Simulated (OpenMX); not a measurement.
Bi2Te3 (Tellurobismuthite) under changes of volume

One of the cells (33.871 Å³/atom); the others are scaled copies at fixed shape and fractional positions:

```
CELL_PARAMETERS angstrom
2.19300 1.26613 10.16567
-2.19300 1.26613 10.16567
0.00000 -2.53226 10.16567
ATOMIC_POSITIONS crystal
Bi 0.60000 0.60000 0.60000
Bi 0.40000 0.40000 0.40000
Te 0.79050 0.79050 0.79050
Te 0.20950 0.20950 0.20950
Te 0.00000 0.00000 0.00000
```

```yaml
Program: OpenMX 3.8.5
Functional: PBE
Potentials_or_basis: OpenMX 2013 PBE set, Bi8.0-s3p2d2, Te7.0-s3p2d2, fixed grid of 50 × 50 × 50 points
k_mesh: 7 × 7 × 7
Occupations: fermi-dirac, width 0.05 eV
Spin: no spin polarisation
```

```csv
volume (Å³/atom),energy over the lowest point (meV/atom),gap on the mesh (eV),largest force (eV/Å)
31.839,?,?,?
32.517,141.74,0.19,0.947
33.194,103.25,0.21,0.871
33.871,70.37,0.23,0.682
34.549,42.63,0.25,0.547
35.226,19.31,0.26,0.466
35.904,0.00,0.27,0.353
```

Question: What does the run at 31.839 Å³/atom give?

Answer: Energy over the lowest point 186.32 meV/atom; gap on the mesh 0.17 eV; largest force 1.091 eV/Å.

Worked out: A Birch-Murnaghan fit of order 3 (a polynomial in V^(-2/3)) to the other rows has no minimum within the range. It gives 186.76 meV/atom at 31.839 Å³/atom, against the run's 186.32. A straight line through the other rows of the gap, of slope 0.823 eV per unit of ln V (its deformation potential), extrapolates to 0.18 eV, against the run's 0.17.

Energies are extrapolated to zero smearing.

Caveats: the basis has few d functions beyond the semicore shells, which can make volumes several per cent too large; spin-orbit coupling is left out, which as a rule narrows the gap of such compounds by several tenths of an eV; an odd mesh through Γ misses points on the zone boundary, where band edges often lie; the basis of atomic orbitals isn't converged, which shifts pressures, moduli and gaps; forces of over 1 eV/Å show positions far from the minimum, so gaps and moduli don't describe the material at rest (some runs).
